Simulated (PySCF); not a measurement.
# CH6Al2Cl2O: the cost of one run

Computed with PySCF 2.14.0, with density-fitted response routines of our own, on a single molecule in the gas phase. Atoms are numbered from 0 throughout.

## 1. Starting geometry

12 atoms, charge 0, multiplicity 1; geometry from: GFN2-xTB. The atoms were then displaced at random by about 0.01 Å, so the start is not that level's minimum.

Bonds of the start (Å): C0–O1 1.39, O1–Al2 1.63, Al2–Cl3 2.25, Cl3–Al4 2.16, Al4–Cl5 2.17, Cl5–Al2 2.22, C0–H6 1.07, C0–H7 1.10, C0–H8 1.09, Al2–H9 1.51, Al4–H10 1.54, Al4–H11 1.55.

## 2. Geometry optimisation at PBE0-D3(BJ)/def2-SVP

What the job is given:

```
{"job": {"xc": "PBE0", "basis": "def2-SVP", "d3": "d3bj", "grid": 1, "shake": 0.01, "kind": "geom"}, "charge": 0, "multiplicity": 1}
C     -2.546550    -0.939100     0.111070
O     -1.407480    -0.145540     0.059380
Al    -0.111800     0.838600    -0.018710
Cl     1.328350     0.684690     1.703930
Al     2.915700     0.200570     0.324740
Cl     1.527740     0.144690    -1.344880
H     -2.329210    -1.920510     0.467170
H     -3.274470    -0.442090     0.774280
H     -3.005570    -0.974440    -0.872170
H     -0.288240     2.314690    -0.279610
H      3.392930    -1.231830     0.636330
H      3.838280     1.442010     0.194150
```

The run is started by

```
$ OMP_NUM_THREADS=1 python probes_run.py task.json out
```

This one command runs all jobs of the session in turn.

Q: Estimate the wall time and peak memory of this first job on 1 thread of Arm Neoverse V1, shared host.

About 3.2 min, with a peak of 0.55 GiB.
